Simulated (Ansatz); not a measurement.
# LaCoPO: the cost of one run

Program: Ansatz 0.2.0. Level of theory: DFT PBE+U (U_eff = 3.3 eV on Co 3d), scalar-relativistic, plane waves, PAW. These are calculated values, not measurements.

### Step 1. The starting structure

It takes space group P4/nmm (No. 129, tetragonal). Conventional cell: a = 4.012 Å, b = 4.012 Å, c = 8.255 Å, α = 90.00°, β = 90.00°, γ = 90.00°. La (site symmetry 4mm) has 4 O at 2.37 Å as nearest neighbours. Co (site symmetry -4m2) is surrounded by 4 P at 2.23 Å. P (site symmetry 4mm) is surrounded by 4 Co at 2.23 Å. O (site symmetry -4m2) has 4 La at 2.37 Å as nearest neighbours.

Structure file:

```
La Co P O
1.0
     4.01228    0.00000    0.00000
     0.00000    4.01228    0.00000
     0.00000    0.00000    8.25494
La Co P O
2 2 2 2
Direct
  0.00000 0.50000 0.84792
  0.50000 0.00000 0.15208
  0.50000 0.50000 0.50000
  0.00000 0.00000 0.50000
  0.50000 0.00000 0.61878
  0.00000 0.50000 0.38122
  0.00000 0.00000 0.00000
  0.50000 0.50000 0.00000
```

This cell comes from an earlier session at PBE+U (U_eff = 3.3 eV on Co 3d): 16.611 Å³/atom at -0.14 GPa, on a 6×6×4 mesh.

### Step 2. Field gradients and densities at the nuclei

The input, input.yaml:

```yaml
crystal:
  lattice:
    - [4.012282882, 0.0, 0.0]
    - [0.0, 4.012282882, 0.0]
    - [0.0, 0.0, 8.2549388476]
  atoms:
    - { symbol: La, position: [0.0, 0.5, 0.8479185392] }
    - { symbol: La, position: [0.5, 0.0, 0.1520814608] }
    - { symbol: Co, position: [0.5, 0.5, 0.5], spin: 0.83 }
    - { symbol: Co, position: [0.0, 0.0, 0.5], spin: 0.83 }
    - { symbol: P, position: [0.5, 0.0, 0.6187777362] }
    - { symbol: P, position: [0.0, 0.5, 0.3812222638] }
    - { symbol: O, position: [0.0, 0.0, 0.0] }
    - { symbol: O, position: [0.5, 0.5, 0.0] }
basis:
  ecutwfc: 420
  ecutrho_ratio: 4
kpoints:
  mp_grid: { grid: [6, 6, 4] }
hamiltonian:
  xc: pbe
  hubbard: { sites: [{ species: Co, l: d, u_eff: 3.3 }] }
scf:
  occupations: { method: gaussian, width: 0.05 }
  lower_state_search: "off"
output:
  forces: true
  stress: true
  eigenvalues: true
  populations: true
  hubbard: { sites: [{ species: La, l: f }, { species: Co, l: d }] }
  efg:
    contact_densities: true
    quadrupole_moments_barn: { O: -0.02558, Co: 0.42, La: 0.206 }
magnetization:
  spin_polarized: true
checkpoint:
  read: start.run
  write: ck
  compress: false
  write_wavefunctions: false
  write_every: 100000
```

start.run is the folder with the converged state of an earlier run on this cell.

On the command line:

```bash
ansatz run input.yaml --threads 2 --pin off --max-ram 5120MiB --backend cpu --events-out ev --progress --plain --runs-dir out
```

Q: Estimate wall time and peak memory on 2 threads of Arm Neoverse V1, shared host.

About 21 s, with a peak of 0.81 GiB.
